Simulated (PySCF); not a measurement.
# KF+: from the state search to spectroscopic constants

What are the lowest state that PBE0 finds, the bond length, vibrational wavenumber and bond energy of KF+, and how much do these hang on the method?

Program: PySCF 2.14.0. Level of theory: K x2c-SVPall, F x2c-SVPall, spin-free X2C with a Gaussian nucleus. These are calculated values, not measurements.

### 1 Set-up

The job is set up so:

* atoms: K, F
* charge: 1
* basis: K x2c-SVPall, F x2c-SVPall
* Hamiltonian: spin-free X2C with a Gaussian nucleus
* basis functions: 38
* electrons treated: 27
* masses in u: 38.9637, 18.9984
* levels: PBE0, PBE, r²SCAN, MN15, M06-L, LDA, HSE06, HF, MP2, SCS-MP2, CCSD, CCSD(T)
* grid: 80 radial by 434 angular points
* occupations: held fixed by the projection of orbital angular momentum
* dissociation limit: K+ + F, each in its ground configuration
* starting distance in angstrom: 2.660
* values of 2S to try: 1, 3

On the command line:

```bash
$ OMP_NUM_THREADS=1 python dia.py task.json out
```

The runs that follow: The PBE0 curve of the state that the search chose; Other states along the same grid; PBE; r²SCAN (meta-GGA); MN15 (hybrid meta-GGA); M06-L (meta-GGA); LDA (local density); HSE06 (range-separated hybrid); UHF (mean field); Correlated methods on the Hartree–Fock reference.

**Question.** What will these runs give? Wanted: for each run, Re; ωe; De; μ.

**Answer**, as computed:

Lowest PBE0 solution found, without spin–orbit coupling: ²Π (doublet), unpaired electrons π ↑. State 2 has its PBE0 minimum 0.16 eV higher. The other levels ran on the lowest alone.

| level | Re (Å) | ωe (cm⁻¹) | De (eV) | μ (D) |
| --- | --- | --- | --- | --- |
| UHF | 2.994 | 88.2 | 0.120 | -4.48 |
| UHF-MP2 | 2.945 | 100.7 | 0.164 | n/a |
| UHF-SCS-MP2 | 2.952 | 99.6 | 0.161 | n/a |
| UHF-CCSD | 2.945 | 101.0 | 0.164 | n/a |
| UHF-CCSD(T) | 2.942 | 101.7 | 0.168 | n/a |
| LDA | 2.684 | 145.4 | 0.293 | -3.79 |
| PBE | 2.866 | 113.5 | 0.243 | -4.10 |
| r²SCAN | 2.863 | 112.9 | 0.194 | -4.17 |
| PBE0 | 2.874 | 108.0 | 0.197 | -4.18 |
| HSE06 | 2.872 | 107.2 | 0.197 | -4.18 |
| MN15 | 2.880 | 110.6 | 0.200 | -4.21 |

De is counted to K+ + F in their ground configurations. A positive dipole points from K to F; in an ion it is taken about the centre of mass and does not tell which atom is negative. No constants: M06-L (fits of two degrees disagree).

In words: Bond lengths run from 2.684 Å (LDA) to 2.994 Å (UHF). CCSD(T) can't serve as the judge here: for a weak bond in this basis it is far from its limit. Among the levels with a De in the table, it runs from 0.120 eV (UHF) to 0.293 eV (LDA).

Correlated steps freeze 6 core orbitals. The bond is weak, and basis-set superposition, which was not computed, may be a sizeable part of it.
